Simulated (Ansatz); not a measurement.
# C (diamond): the cost of one run

Program: Ansatz 0.2.0. Level of theory: DFT PBE, scalar-relativistic, plane waves, PAW. These are calculated values, not measurements.

## 1. The system as given

Symmetry: Fd-3m, No. 227, cubic system. The conventional cell has a = 3.568 Å, b = 3.568 Å, c = 3.568 Å, α = 90.00°, β = 90.00°, γ = 90.00°. Around C (site symmetry -43m) lie 4 C at 1.54 Å.

Coordinates:

```xyz
8
Lattice="3.5680 0.0000 0.0000 0.0000 3.5680 0.0000 0.0000 0.0000 3.5680" Properties=species:S:1:pos:R:3 pbc="T T T"
C     0.0000    0.0000    0.0000
C     0.0000    1.7840    1.7840
C     1.7840    0.0000    1.7840
C     1.7840    1.7840    0.0000
C     0.8920    0.8920    0.8920
C     0.8920    2.6760    2.6760
C     2.6760    0.8920    2.6760
C     2.6760    2.6760    0.8920
```

## 2. Relaxing cell and atoms: C (diamond), no spin

input.yaml

```yaml
crystal:
  lattice:
    - [3.568, 0.0, 0.0]
    - [0.0, 3.568, 0.0]
    - [0.0, 0.0, 3.568]
  atoms:
    - { symbol: C, position: [0.0, 0.0, 0.0] }
    - { symbol: C, position: [0.0, 0.5, 0.5] }
    - { symbol: C, position: [0.5, 0.0, 0.5] }
    - { symbol: C, position: [0.5, 0.5, 0.0] }
    - { symbol: C, position: [0.25, 0.25, 0.25] }
    - { symbol: C, position: [0.25, 0.75, 0.75] }
    - { symbol: C, position: [0.75, 0.25, 0.75] }
    - { symbol: C, position: [0.75, 0.75, 0.25] }
scf:
  occupations: { method: fixed }
output:
  forces: true
  stress: true
  eigenvalues: true
  write_density: true
  write_potential: true
  elf: true
  volumetric_format: npy
hamiltonian:
  xc: pbe
kpoints:
  mp_grid: { grid: [6, 6, 6] }
basis:
  ecutwfc: 480
relax:
  f_tol: 0.002
  max_steps: 60
  cell: { stress_tol: 0.05 }
```

On the command line:

```sh
$ ansatz run input.yaml --threads 16 --pin off --max-ram 24576MiB --backend cpu --events-out ev --progress --plain --runs-dir out
```

Q: Estimate wall time and peak memory on 16 threads of AMD EPYC 7R43 (Zen 3), shared host.

About 1.3 s, with a peak of 0.48 GiB.
